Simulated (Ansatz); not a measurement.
**RuN (quartet): the correlation ladder, def2-QZVPP**

The task here is to estimate one member of a computed series from the others.

Method: def2-QZVPP, core rule «outside noble gas», up to 5 orbitals frozen; program: Ansatz 0.2.0, Gaussian basis.

Plan: UHF; ROHF; CCSD(T) on UHF.

2 further runs of the same task are left out: 2 set aside as unsound or not needed.

## What is computed

The geometry is a PBE0/def2-TZVP stationary point (not a proven minimum) of the parent state, kept for this charge and spin. No spin-orbit coupling is included. Elements past krypton take def2 core potentials.

2 atoms, charge 0, spin multiplicity 4.

Atoms are counted from 1 here; the program's logs count them from 0.

Bond lengths: Ru1–N2 1.541 Å.

Set-up of the first run:

Input file in.yaml:

```yaml
crystal:
  periodic: [false, false, false]
  atoms:
    - {symbol: Ru, position_ang: [0.000000, 0.000000, 0.000000]}
    - {symbol: N, position_ang: [0.000000, 0.000000, 1.540800]}
basis:
  gaussian: {orbitals: "def2-QZVPP.json"}
magnetization: {spin_polarized: true, initial_magnetization: 3}
hamiltonian: {xc: hf}
output: {orbitals: {seedname: orbitals}}
```

Started as:

```bash
ansatz run in.yaml --threads 1 --pin off --events-out ev --progress --plain --max-ram 3968MiB --backend cpu
```

Steps of the session up to this table: UHF; ROHF; CCSD(T) on UHF.

One of the session's tables, all rows but one given; the rest of the session is left out.

| method | from UCCSD(T) (meV) |
| --- | --- |
| ROHF | +14415.0 |
| UHF | +13812.4 |
| UMP2 | ? |
| UCCSD | +844.8 |
| UCCSD(T) | 0 |

Q: Estimate the row for UMP2 from the others.

The run gave: from UCCSD(T) (meV): +733.6. In the column «from UCCSD(T) (meV)» it lies between UCCSD(T) (0) and UCCSD (+844.8).
